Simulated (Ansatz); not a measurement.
Below is the output of a Python script on Ansatz 0.2.0, Python API that makes a single point in a Gaussian basis of BGeH4 (charge -1), SMILES [BH2][GeH2-]. Write a script that gives it. Settings: PBE0, cc-pVDZ basis, multiplicity 1.

| atom | x (Å) | y (Å) | z (Å) |
| --- | --- | --- | --- |
| B | -1.0129 | 0.0012 | 0.0396 |
| Ge | 0.9628 | 0.1019 | 0.4381 |
| H | -1.7009 | 0.9435 | 0.2228 |
| H | -1.4802 | -0.9994 | -0.3792 |
| H | 1.6244 | -1.2604 | 0.1081 |
| H | 1.6068 | 1.2133 | -0.4294 |

`python energy_bgeh4.py` gives:
```text
E = -57249.695124 eV = -2103.8874906 Ha
converged: True  doubts: none
```

One script that gives this output:

`energy_bgeh4.py`
```python
"""Single point of BGeH4(-)."""

import ansatz as az

GEOMETRY = """
B    -1.01290    0.00120    0.03960
Ge    0.96280    0.10190    0.43810
H    -1.70090    0.94350    0.22280
H    -1.48020   -0.99940   -0.37920
H     1.62440   -1.26040    0.10810
H     1.60680    1.21330   -0.42940
"""

molecule = az.Crystal.molecule()
for line in GEOMETRY.strip().splitlines():
    symbol, *xyz = line.split()
    molecule = molecule.atom(symbol, [float(v) for v in xyz])

model = (
    molecule.calculation()
    .basis(gaussian="cc-pVDZ")
    .functional("PBE0")
    .charge(-1)
)
done = model.run(threads=1, backend="cpu")
rep = done.report

print(f"E = {rep['free_energy_ev']:.6f} eV = {rep['free_energy_ev'] / 27.211386246:.7f} Ha")
print("converged:", rep["converged"], " doubts:", rep["published_state_doubts"] or "none")
```

Notes:
- Total energies depend on the basis set; only differences at equal settings carry meaning.
- The geometry is a force-field or estimated start, not a minimum of this method, and the basis set is short of its limit.
- Anions want diffuse functions, which this basis lacks.
- The whole script took 2 s on 1 thread of Arm Neoverse V1 (shared host), peak memory 0.17 GiB.
